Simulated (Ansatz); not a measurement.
# C3H8OSi: the cost of one run

Program: Ansatz 0.2.0. Level of theory: RKS PBE/def2-SVP. These are calculated values, not measurements.

## (1) The starting structure

Bond lengths: C1–C2 1.291 Å, C2–C3 1.519 Å, C2–Si4 1.934 Å, Si4–O5 1.613 Å, C1–H6 1.147 Å, C1–H7 1.101 Å, C3–H8 1.087 Å, C3–H9 1.048 Å, C3–H10 1.093 Å, Si4–H11 1.415 Å, Si4–H12 1.501 Å, O5–H13 1.007 Å. Angles (14 of 19 angles, heavy atoms first): C1–C2–C3 122.3°, C1–C2–Si4 121.4°, C3–C2–Si4 116.3°, C2–Si4–O5 108.8°, C2–C1–H6 121.7°, C2–C1–H7 126.0°, C2–C3–H8 109.1°, C2–C3–H9 110.1°, C2–C3–H10 108.3°, C2–Si4–H11 108.2°, C2–Si4–H12 106.7°, O5–Si4–H11 112.1°, O5–Si4–H12 109.9°, Si4–O5–H13 115.6°.

Structure file:

```xyz
13

C    -1.2668    0.7732    0.5309
C    -0.4267   -0.0195   -0.0452
C    -0.7556   -0.7560   -1.3329
Si    1.3331   -0.3311    0.6945
O     1.8912    1.0508    1.3116
H    -2.2910    1.0046    0.0702
H    -1.0845    1.3528    1.4494
H    -0.6385   -1.8242   -1.1708
H    -1.7227   -0.5098   -1.6515
H    -0.0107   -0.4838   -2.0845
H     2.1639   -0.8267   -0.3381
H     1.1686   -1.3481    1.7867
H     1.6601    1.8830    0.7945
```

## (2) Relaxing end A

input.yaml

```yaml
crystal:
  periodic: [false, false, false]
  atoms:
    - { symbol: C, position_ang: [-1.2668, 0.7732, 0.5309] }
    - { symbol: C, position_ang: [-0.4267, -0.0195, -0.0452] }
    - { symbol: C, position_ang: [-0.7556, -0.756, -1.3329] }
    - { symbol: Si, position_ang: [1.3331, -0.3311, 0.6945] }
    - { symbol: O, position_ang: [1.8912, 1.0508, 1.3116] }
    - { symbol: H, position_ang: [-2.291, 1.0046, 0.0702] }
    - { symbol: H, position_ang: [-1.0845, 1.3528, 1.4494] }
    - { symbol: H, position_ang: [-0.6385, -1.8242, -1.1708] }
    - { symbol: H, position_ang: [-1.7227, -0.5098, -1.6515] }
    - { symbol: H, position_ang: [-0.0107, -0.4838, -2.0845] }
    - { symbol: H, position_ang: [2.1639, -0.8267, -0.3381] }
    - { symbol: H, position_ang: [1.1686, -1.3481, 1.7867] }
    - { symbol: H, position_ang: [1.6601, 1.883, 0.7945] }
basis:
  gaussian: { orbitals: def2-SVP }
hamiltonian:
  xc: pbe
relax:
  f_tol: 0.015
  max_steps: 40
```

On the command line:

```bash
> ansatz run input.yaml --threads 2 --pin off --max-ram 3072MiB --backend cpu --events-out ev --progress --plain --runs-dir out
```

Q: Estimate wall time and peak memory on 2 threads of Arm Neoverse V1, shared host.

About 38 s, with a peak of 0.15 GiB.
